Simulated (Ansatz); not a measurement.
# A workflow on GaH3S (SMILES [SH][GaH2])

Aim: a series of 14 runs (HF/STO-3G, UHF/STO-3G, HF/3-21G, UHF/3-21G, HF/6-31G*, B3LYP/6-31G*, PBE/def2-SVP) of GaH3S. 

The calculation is run with Ansatz 0.2.0.

### 1 The molecule

GaH3S: 5 atoms, total charge 0, spin state singlet. As SMILES, `[SH][GaH2]`. Geometry: relaxed at PBE0-D4/def2-TZVP. The run starts from this shape.

Bond lengths: S1–Ga2 2.199 Å, S1–H3 1.343 Å, Ga2–H4 1.559 Å, Ga2–H5 1.560 Å. Angles: S1–Ga2–H4 115.2°, S1–Ga2–H5 118.1°, Ga2–S1–H3 95.0°, H4–Ga2–H5 126.7°.

### 2 A structure relaxation at HF/STO-3G (run 1)

The input, job.yaml:

```yaml
crystal:
  periodic: [false, false, false]
  atoms:
    - symbol: S
      position_ang: [0.039000, -1.453300, 0.684400]
    - symbol: Ga
      position_ang: [-0.329300, 0.433200, -0.383400]
    - symbol: H
      position_ang: [1.263800, -1.108400, 1.113300]
    - symbol: H
      position_ang: [-1.711200, 0.532500, -1.097900]
    - symbol: H
      position_ang: [0.787500, 1.522400, -0.357800]
basis:
  gaussian:
    orbitals: STO-3G
hamiltonian:
  xc: hf
relax:
  f_tol: 0.002
output: {orbitals: {seedname: orbitals}}
```

Run with:

```bash
$ ansatz run job.yaml --threads 1 --pin off --max-ram 2610MiB --events-out events.jsonl --progress --plain --runs-dir runs
```

The log of the run:

```text
Warning: RAYON_NUM_THREADS=1 ignored (pool sized by the plan → 1); use --threads N
The last accepted step is kept in runs//last_step.txt (removed where the run ends without a failure and the disk answers)
[... 68 lines left out ...]
Total energy: -62473.34318927 eV, -2295.8530162528 hartree
[... 5 lines left out ...]
Dipole moment:     0.166325     0.018496     0.071627 e Å
```

Wall time 2.8 s (1 thread of AMD EPYC 9R45 (Zen 5), shared host); peak memory 0.11 GiB.

Step by step:

| step | energy from the first frame kept (eV) | largest force (eV/Å) |
| --- | --- | --- |
| 1 | 0.0000 | 3.2424 |
| 2 | -1.0159 | 1.4786 |
| 3 | -1.1229 | 1.6763 |
| 4 | -1.1968 | 0.6938 |
| 5 | -1.2069 | 0.3563 |
| 6 | -1.2118 | 0.0928 |
| 7 | -1.2121 | 0.0295 |
| 8 | -1.2122 | 0.0127 |
| 9 | -1.2122 | 0.0008 |

After the run. Bond lengths: S1–Ga2 2.100 Å, S1–H3 1.328 Å, Ga2–H4 1.302 Å, Ga2–H5 1.295 Å. Angles: S1–Ga2–H4 108.5°, S1–Ga2–H5 111.4°, Ga2–S1–H3 98.9°, H4–Ga2–H5 140.1°.

### 3 Vibrational wavenumbers at HF/STO-3G (run 2)

The input, job.yaml:

```yaml
crystal:
  periodic: [false, false, false]
  atoms:
    - {symbol: S, position_ang: [0.003685, -1.299640, 0.594658]}
    - {symbol: Ga, position_ang: [-0.334977, 0.507010, -0.420972]}
    - {symbol: H, position_ang: [1.220718, -1.047439, 1.063676]}
    - {symbol: H, position_ang: [-1.515632, 0.457715, -0.968081]}
    - {symbol: H, position_ang: [0.676005, 1.308753, -0.310681]}
basis:
  gaussian: {orbitals: STO-3G}
phonons: {temperatures: {t_min: 298.15, t_max: 298.15, t_step: 1}}
hamiltonian: {xc: hf}
```

Run with:

```bash
$ ansatz run job.yaml --threads 1 --pin off --max-ram 2610MiB --events-out events.jsonl --progress --plain --runs-dir runs
```

The log of the run:

```text
Warning: RAYON_NUM_THREADS=1 ignored (pool sized by the plan → 1); use --threads N
[... 169 lines left out ...]
Total energy: -62473.34319390 eV, -2295.8530164227 hartree
[... 5 lines left out ...]
Dipole moment:     0.166327     0.018496     0.071628 e Å
Vibrations: 415.82 594.91 628.94 739.05 859.51 1003.15 1780.07 2461.69 3277.56 cm⁻¹, zero-point energy 0.729070 eV
```

It took 6.6 s on 1 thread of AMD EPYC 9R45 (Zen 5), shared host; peak memory 0.11 GiB.

Runs 3 to 7 aren't shown in full; the table further down has their settings and results.

### 4 The doublet cation: a structure relaxation at UHF/3-21G (run 8)

The input, input.yaml:

```yaml
crystal:
  periodic: [false, false, false]
  atoms:
    - symbol: S
      position_ang: [0.070949, -1.462133, 0.703976]
    - symbol: Ga
      position_ang: [-0.348774, 0.485753, -0.417663]
    - symbol: H
      position_ang: [1.309043, -1.238948, 1.196773]
    - symbol: H
      position_ang: [-1.744060, 0.548413, -1.121237]
    - symbol: H
      position_ang: [0.762643, 1.593315, -0.403250]
basis:
  gaussian:
    orbitals: 3-21G.json
total_charge: 1
magnetization:
  spin_polarized: true
  initial_magnetization: 1
hamiltonian:
  xc: hf
relax: {}
```

The basis set 3-21G is read from a file made from the Basis Set Exchange's data (not shown).

Run with:

```bash
$ ansatz run input.yaml --threads 1 --pin off --max-ram 2610MiB --events-out events.jsonl --progress --plain --runs-dir runs
```

The log of the run:

```text
Warning: RAYON_NUM_THREADS=1 ignored (pool sized by the plan → 1); use --threads N
The last accepted step is kept in runs//last_step.txt (removed where the run ends without a failure and the disk answers)
[... 60 lines left out ...]
Total energy: -62881.85015716 eV, -2310.8653704267 hartree
[... 5 lines left out ...]
Dipole moment:     0.293044     0.138561     0.076196 e Å
```

Wall time 4.2 s (1 thread of AMD EPYC 9R45 (Zen 5), shared host); peak memory 0.13 GiB.

The path in brief:

| step | energy from the first frame kept (eV) | largest force (eV/Å) |
| --- | --- | --- |
| 1 | 0.0000 | 3.7671 |
| 2 | -0.4424 | 1.2588 |
| 3 | -0.4670 | 0.6552 |
| 4 | -0.5229 | 0.1855 |
| 5 | -0.5326 | 0.0768 |
| 6 | -0.5333 | 0.0224 |
| 7 | -0.5333 | 0.0020 |

After the run. Bond lengths: S1–Ga2 2.642 Å, S1–H3 1.356 Å, Ga2–H4 1.536 Å, Ga2–H5 1.538 Å. Angles: S1–Ga2–H4 102.0°, S1–Ga2–H5 105.5°, Ga2–S1–H3 107.6°, H4–Ga2–H5 152.5°.

Runs 9 to 13 aren't shown in full; the table further down has their settings and results.

### 5 The harmonic vibrations at PBE/def2-SVP (run 14)

The input, molecule.yaml:

```yaml
crystal:
  periodic: [false, false, false]
  atoms:
    - {symbol: S, position_ang: [0.032665, -1.465110, 0.686886]}
    - {symbol: Ga, position_ang: [-0.330446, 0.442480, -0.388401]}
    - {symbol: H, position_ang: [1.275925, -1.117374, 1.123430]}
    - {symbol: H, position_ang: [-1.726526, 0.528778, -1.103502]}
    - {symbol: H, position_ang: [0.798181, 1.537626, -0.359813]}
basis:
  gaussian: {orbitals: def2-SVP}
hamiltonian: {xc: pbe}
phonons: {temperatures: {t_min: 298.15, t_max: 298.15, t_step: 1}}
```

Run with:

```bash
$ ansatz run molecule.yaml --threads 1 --pin off --max-ram 2610MiB --events-out events.jsonl --progress --plain --runs-dir runs
```

The log of the run:

```text
Warning: RAYON_NUM_THREADS=1 ignored (pool sized by the plan → 1); use --threads N
[... 21 lines left out ...]
734 factors; their error is unknown
[... 15 lines left out ...]
734 factors; their error is unknown
[... 14 lines left out ...]
734 factors; their error is unknown
[... 15 lines left out ...]
734 factors; their error is unknown
[... 14 lines left out ...]
734 factors; their error is unknown
[... 15 lines left out ...]
734 factors; their error is unknown
[... 15 lines left out ...]
734 factors; their error is unknown
[... 14 lines left out ...]
734 factors; their error is unknown
[... 9 lines left out ...]
734 factors; their error is unknown
[... 5 lines left out ...]
734 factors; their error is unknown
[... 4 lines left out ...]
734 factors; their error is unknown
[... 4 lines left out ...]
734 factors; their error is unknown
[... 4 lines left out ...]
734 factors; their error is unknown
[... 4 lines left out ...]
734 factors; their error is unknown
[... 10 lines left out ...]
Dipole moment:     0.151041     0.168747    -0.006643 e Å
Vibrations: 394.07 400.47 413.80 563.62 683.05 709.33 1927.08 1951.25 2620.92 cm⁻¹, zero-point energy 0.599066 eV
```

It took 14 s on 1 thread of AMD EPYC 9R45 (Zen 5), shared host; peak memory 0.12 GiB.

### 6 Overview of the runs

| run | level | task | walk f tol | partner | energy (Eh) | dipole moment (D) | wall time |
| --- | --- | --- | --- | --- | --- | --- | --- |
| 1 | HF/STO-3G | optimise | 0.002 | base | -2295.853016 | 0.87 | 2.8 s |
| 2 | HF/STO-3G | frequencies | – | base | -2295.853016 | 0.87 | 6.6 s |
| 3 | UHF/STO-3G | energy | – | cation | -2295.660762 | – | 0.85 s |
| 4 | UHF/STO-3G | optimise | – | cation | -2295.715153 | – | 6.3 s |
| 5 | HF/3-21G | optimise | 0.002 | base | -2311.173803 | 2.74 | 2.4 s |
| 6 | HF/3-21G | frequencies | – | base | -2311.173802 | 2.74 | 3.6 s |
| 7 | UHF/3-21G | energy | – | cation | -2310.845754 | – | 0.95 s |
| 8 | UHF/3-21G | optimise | – | cation | -2310.865370 | – | 4.2 s |
| 9 | HF/6-31G* (Cartesian functions) | optimise | 0.002 | base | -2322.242926 | 1.73 | 5.7 s |
| 10 | HF/6-31G* (Cartesian functions) | frequencies | – | base | -2322.242926 | 1.73 | 22 s |
| 11 | B3LYP/6-31G* (Cartesian functions) | optimise | 0.002 | base | -2324.641341 | 1.38 | 8.1 s |
| 12 | B3LYP/6-31G* (Cartesian functions) | frequencies | – | base | -2324.641341 | 1.38 | 31 s |
| 13 | PBE/def2-SVP | optimise | 0.002 | base | -2324.022170 | 1.09 | 3.6 s |
| 14 | PBE/def2-SVP | frequencies | – | base | -2324.022170 | 1.09 | 14 s |

### 7 Results

| quantity | value |
| --- | --- |
| run 14, PBE/def2-SVP: total energy | -2324.02217 Eh |
| run 14, PBE/def2-SVP: dipole moment | 1.09 D |
| run 14, PBE/def2-SVP: largest force on an atom | 0.000 eV/Å |
| run 14, PBE/def2-SVP: lowest harmonic wavenumber | 394 cm⁻¹ |
| run 14, PBE/def2-SVP: highest harmonic wavenumber | 2621 cm⁻¹ |
| run 14, PBE/def2-SVP: zero-point energy | 57.8 kJ/mol |
| vertical ionisation energy (to the doublet cation), HF/STO-3G | 5.232 eV |
| vertical ionisation energy (to the doublet cation), HF/3-21G | 8.927 eV |
| adiabatic ionisation energy (to the doublet cation, no zero-point term), HF/STO-3G | 3.751 eV |
| adiabatic ionisation energy (to the doublet cation, no zero-point term), HF/3-21G | 8.393 eV |

What this shows: At HF/STO-3G: removing an electron at fixed nuclei costs 5.23 eV (505 kJ/mol). Its partner is spin-contaminated (⟨S²⟩ = 0.98 against 0.75), so the difference is in doubt. In a minimal basis such a difference can be off by several eV, whatever the method. At HF/3-21G: removing an electron at fixed nuclei costs 8.93 eV (206 kcal/mol). At HF/STO-3G: the adiabatic ionisation energy (to the doublet cation, no zero-point term) is 3.75 eV (87 kcal/mol). At HF/3-21G: the adiabatic ionisation energy (to the doublet cation, no zero-point term) is 8.39 eV (810 kJ/mol). Totals of different functionals can't be ranked against each other. In runs 1, 2, 3, 4 the basis is minimal, so the values are rough. Spin contamination of the reference: run 3 ⟨S²⟩ = 0.98. All runs together took 1.9 min, the longest 31 s.
